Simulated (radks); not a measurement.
# V²⁺ in [Ar] 3d3: an all-electron calculation

An exercise on one series of results from a longer session: the logs are not shown, and one member is left open.

Method: scalar-relativistic Kohn-Sham, PBE, spin-polarised, spherical densities, finite nucleus; open shells are filled with parallel spins first. Code: radks (a radial shooting solver on a logarithmic mesh, Libxc functionals) version 1.

### The atom as given

* element: vanadium (Z = 23)
* charge: +2
* electrons: 21
* configuration: [Ar] 3d3
* nuclear rms radius: 3.6002 fm

Outer shells as boxes (Hund's rule):

V²⁺
```
[Ar] core
3d [↑ ][↑ ][↑ ][  ][  ]
```

The first run:

Input:

```text
Z 23
configuration [Ar] 3d3 4s0 4p0
relativity scalar-relativistic
functional pbe,pbe
spin polarised
nucleus finite rms 3.6002 fm
c 137.035999084
```

The run is started by

```console
python run_ks.py task.json out
```

This one command runs every case of the session in turn.

Among the steps run: Self-consistent calculation.

One table of the session follows, with a row left open; its other results are not shown here.

It belongs to the step «Radial structure». Sizes of the orbitals, from the radial functions (bohr):

```
  level      <r>  outermost maximum (interpolated)  90 % within  nodes
1s down  0.06644                            0.0435        0.119      0
  1s up  0.06644                            0.0435        0.119      0
  2s up   0.3084                             0.256        0.479      1
2s down   0.3080                             0.255        0.478      1
  2p up   0.2742                             0.208        0.451      0
2p down   0.2738                             0.208        0.450      0
  3s up   0.9487                             0.820         1.42      2
3s down   0.9496                             0.820         1.42      2
  3p up    1.015                             0.846         1.56      1
3p down    1.017                             0.846         1.57      1
  3d up    1.306                             0.888         2.23      0
3d down        ?                                 ?            ?      ?
  4s up    2.776                              2.45         4.06      3
  4p up    3.269                              2.88         4.80      2
```

**Question.** Estimate the row for 3d down.

The run gave: <r>: 1.341; outermost maximum (interpolated): 0.893; 90 % within: 2.31; nodes: 0. In the column «<r>» it lies between 3d up (1.306) and 4s up (2.776).

Caveats from the session: Open shells are spherical and high-spin; term and fine-structure splittings are not resolved.
